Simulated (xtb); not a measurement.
# doublet [BPH3F3]+: levels of theory compared

We compute a comparison of 3 runs (GFN2-xTB, GFN0-xTB, GFN1-xTB) of doublet [BPH3F3]+. 

The calculation is run with xtb 6.7.1.

13 further runs of the same task are left out: 13 set aside as unsound or not needed.

**1. The system as given**

[BPH3F3]+: 8 atoms, total charge +1, spin state doublet. As SMILES of the parent species, `[H]B([H])([H])<-P(F)(F)F`. The coordinates come from a GFN2-xTB relaxation. That shape belongs to the parent species and isn't relaxed for this state.

Bond lengths: B1–P2 1.870 Å, P2–F3 1.585 Å, P2–F4 1.585 Å, P2–F5 1.586 Å, B1–H6 1.181 Å, B1–H7 1.181 Å, B1–H8 1.181 Å. Some angles: B1–P2–F3 122.5°, B1–P2–F4 121.7°, B1–P2–F5 121.6°, F3–P2–F4 94.7°, F3–P2–F5 94.6°, F4–P2–F5 94.6°, P2–B1–H6 104.4°, P2–B1–H7 104.8°, P2–B1–H8 104.8°, H6–B1–H7 113.9°.

**2. Energy and forces at GFN2-xTB (run 1)**

.CHRG reads:

```
1
```

.UHF reads:

```
1
```

input.xyz reads:

```xyz
8
B(PF3)H3
B     -0.003560     0.003880    -1.137220
P     -0.003910    -0.001500     0.732530
F     -1.338070     0.088620     1.583540
F      0.757690     1.109800     1.567980
F      0.593590    -1.214500     1.560560
H      1.140040    -0.042880    -1.430190
H     -0.532040     1.017240    -1.435490
H     -0.613720    -0.960660    -1.441710
```

On the command line:

```console
xtb input.xyz --gfn2 --grad > run.log 2> xtb.err
```

What it wrote:

```text
* xtb version 6.7.1
[...]
          :  # basis functions                  29          :
[...]
          :  # electrons                        31          :
[...]
          :  Hamiltonian                  GFN2-xTB          :
[...]
          :  net charge                          1          :
          :  unpaired electrons                  1          :
[...]
   *** convergence criteria satisfied after 16 iterations ***
[...]
         ::                     SUMMARY                     ::
         :::::::::::::::::::::::::::::::::::::::::::::::::::::
         :: total energy             -19.056577126137 Eh    ::
         :: gradient norm              0.081500248103 Eh/a0 ::
         :: HOMO-LUMO gap              8.008327078805 eV    ::
         ::.................................................::
         :: SCC energy               -19.123158448588 Eh    ::
         :: -> isotropic ES            0.169845423561 Eh    ::
         :: -> anisotropic ES         -0.003525012090 Eh    ::
         :: -> anisotropic XC         -0.001083065268 Eh    ::
         :: -> dispersion             -0.003178452422 Eh    ::
         :: repulsion energy           0.066581322451 Eh    ::
         :: add. restraining           0.000000000000 Eh    ::
         :: total charge               1.000000000000 e     ::
         :::::::::::::::::::::::::::::::::::::::::::::::::::::
[...]
        16        1.4967           -0.6928225             -18.8527 (HOMO)
        17                         -0.3985219             -10.8443 (LUMO)
[...]
     #   Z          covCN         q      C6AA      α(0)
     1   5 B        3.760     0.016    22.382     7.634
     2  15 P        3.179     0.986   123.305    19.947
     3   9 F        0.740    -0.174    10.972     3.912
     4   9 F        0.740    -0.175    10.984     3.914
     5   9 F        0.740    -0.175    10.986     3.914
     6   1 H        0.936     0.174     1.241     1.742
     7   1 H        0.936     0.174     1.241     1.742
     8   1 H        0.936     0.174     1.238     1.740
[...]
molecular dipole:
                 x           y           z       tot (Debye)
 q only:       -0.017       0.007      -1.640
   full:       -0.019       0.007      -1.521       3.866
molecular quadrupole (traceless):
[...]
          | TOTAL ENERGY              -19.056577126137 Eh   |
          | GRADIENT NORM               0.081500248103 Eh/α |
          | HOMO-LUMO GAP               8.008327078805 eV   |
           -------------------------------------------------
[...]
```

Standard error:

```text
normal termination of xtb
```

Wall time 0.047 s (1 thread of Intel Xeon Platinum 8259CL at 2.50GHz (Skylake/Cascade Lake), shared host).

**3. Energy and forces at GFN0-xTB (run 2)**

detailed.inp reads:

```
$chrg 1
$spin 1
$end
```

mol.coord reads:

```
$coord
     -0.006727425004      0.007332137364     -2.149034343447  b
     -0.007388829147     -0.002834589187      1.384281078072  p
     -2.528585835578      0.167467529164      2.992456907390  f
      1.431826587368      2.097218053110      2.963052768891  f
      1.121722530317     -2.295072378358      2.949031001046  f
      2.154363371118     -0.081031456224     -2.702667406179  h
     -1.005409887346      1.922305003014     -2.712682954639  h
     -1.159762717205     -1.815384298883     -2.724437051134  h
$end
```

On the command line:

```console
xtb --grad --json --gfn 0 --input detailed.inp -- mol.coord > mol.out
```

What it wrote:

```text
* xtb version 6.7.1
[...]
          :  # basis functions                  32          :
[...]
          :  # electrons                        31          :
[...]
 Zeroth order Hamiltonian       ...        0 min,  0.000 sec ( 11.385%)
[...]
         ::                     SUMMARY                     ::
         :::::::::::::::::::::::::::::::::::::::::::::::::::::
         :: total energy             -15.240813589121 Eh    ::
         :: gradient norm              0.095107233539 Eh/a0 ::
         :: HOMO-LUMO gap              5.506311490542 eV    ::
         ::.................................................::
         :: H0 energy                -16.702739949911 Eh    ::
         :: repulsion energy           0.099428655753 Eh    ::
         :: electrostat energy         1.363923094797 Eh    ::
         :: -> Gsolv                   0.000000000000 Eh    ::
         ::    -> Gsasa                0.000000000000 Eh    ::
         ::    -> Gshift               0.000000000000 Eh    ::
         :: dispersion energy         -0.001425389760 Eh    ::
         :: short-range corr.         -0.000000000000 Eh    ::
         :: add. restraining           0.000000000000 Eh    ::
         :: total charge               1.000000000000 e     ::
         :::::::::::::::::::::::::::::::::::::::::::::::::::::
[...]
        16        1.0003           -0.4235686             -11.5259 (HOMO)
        17                         -0.2212153              -6.0196 (LUMO)
[...]
     #   Z          covCN         q      C6AA      α(0)
     1   5 b        3.760    -0.306    43.377    10.515
     2  15 p        3.179     0.511   142.715    21.406
     3   9 f        0.740    -0.073    10.055     3.653
     4   9 f        0.740    -0.073    10.060     3.654
     5   9 f        0.740    -0.073    10.059     3.654
     6   1 h        0.936     0.338     0.606     1.217
     7   1 h        0.936     0.338     0.605     1.216
     8   1 h        0.936     0.338     0.605     1.216
[...]
          | TOTAL ENERGY              -15.240813589121 Eh   |
          | GRADIENT NORM               0.095107233539 Eh/α |
          | HOMO-LUMO GAP               5.506311490542 eV   |
           -------------------------------------------------
[...]
```

Standard error:

```text
normal termination of xtb
```

Wall time 0.055 s (1 thread of Intel Xeon Platinum 8259CL at 2.50GHz (Skylake/Cascade Lake), shared host).

**4. Energy and gradient at GFN1-xTB (run 3)**

.CHRG is that of step 2.

.UHF is that of step 2.

geom.xyz reads:

```xyz
8
B(PF3)H3
B     -0.00356     0.00388    -1.13722
P     -0.00391    -0.00150     0.73253
F     -1.33807     0.08862     1.58354
F      0.75769     1.10980     1.56798
F      0.59359    -1.21450     1.56056
H      1.14004    -0.04288    -1.43019
H     -0.53204     1.01724    -1.43549
H     -0.61372    -0.96066    -1.44171
```

On the command line:

```console
xtb --gfn 1 --json --grad -- geom.xyz | tee xtb.out
```

What it wrote:

```text
* xtb version 6.7.1
[...]
          :  # basis functions                  32          :
[...]
          :  # electrons                        31          :
[...]
          :  Hamiltonian                  GFN1-xTB          :
[...]
          :  net charge                          1          :
          :  unpaired electrons                  1          :
[...]
   *** convergence criteria satisfied after 14 iterations ***
[...]
         ::                     SUMMARY                     ::
         :::::::::::::::::::::::::::::::::::::::::::::::::::::
         :: total energy             -20.553616527277 Eh    ::
         :: gradient norm              0.097085432585 Eh/a0 ::
         :: HOMO-LUMO gap              7.400003009188 eV    ::
         ::.................................................::
         :: SCC energy               -20.625688891660 Eh    ::
         :: -> electrostatic           0.153737480934 Eh    ::
         :: repulsion energy           0.074144568948 Eh    ::
         :: dispersion energy         -0.002072204565 Eh    ::
         :: halogen bond corr.         0.000000000000 Eh    ::
         :: add. restraining           0.000000000000 Eh    ::
         :: total charge               1.000000000000 e     ::
         :::::::::::::::::::::::::::::::::::::::::::::::::::::
[...]
        16        1.4966           -0.7547654             -20.5382 (HOMO)
        17                         -0.4828203             -13.1382 (LUMO)
[...]
     #   Z sym  total        # sym  WBO       # sym  WBO       # sym  WBO
 ---------------------------------------------------------------------------
     1   5 B    2.946 --     7 H    0.697     8 H    0.696     6 H    0.696
                             2 P    0.663
     2  15 P    4.767 --     3 F    1.324     4 F    1.324     5 F    1.323
                             1 B    0.663
     3   9 F    1.497 --     2 P    1.324
     4   9 F    1.496 --     2 P    1.324
     5   9 F    1.495 --     2 P    1.323
     6   1 H    0.774 --     1 B    0.696
     7   1 H    0.774 --     1 B    0.697
     8   1 H    0.774 --     1 B    0.696
 ---------------------------------------------------------------------------
[...]
          | TOTAL ENERGY              -20.553616527277 Eh   |
          | GRADIENT NORM               0.097085432585 Eh/α |
          | HOMO-LUMO GAP               7.400003009188 eV   |
           -------------------------------------------------
[...]
```

Standard error:

```text
normal termination of xtb
```

Wall time 0.047 s (1 thread of Intel Xeon Platinum 8259CL at 2.50GHz (Skylake/Cascade Lake), shared host).

**5. The series**

```csv
run,level,energy (Eh),HOMO energy (eV),LUMO energy (eV),dispersion energy (kJ/mol),wall time
1,GFN2-xTB,-19.056577,-18.85,-10.84,-8.35,0.047 s
2,GFN0-xTB,-15.240814,-11.53,-6.02,-3.74,0.055 s
3,GFN1-xTB,-20.553617,-20.54,-13.14,-5.44,0.047 s
```

**6. Summary of results**

```
                          quantity         value
               run 3: total energy  -20.55362 Eh
run 3: HOMO energy (partly filled)     -20.54 eV
                run 3: LUMO energy     -13.14 eV
          run 3: dispersion energy  -5.44 kJ/mol
   run 3: largest force on an atom    4.523 eV/Å
```

**Reading.** Force-field and semi-empirical energies have zeros of their own, so their totals don't compare. All runs together took 0.15 s, the longest 0.055 s.
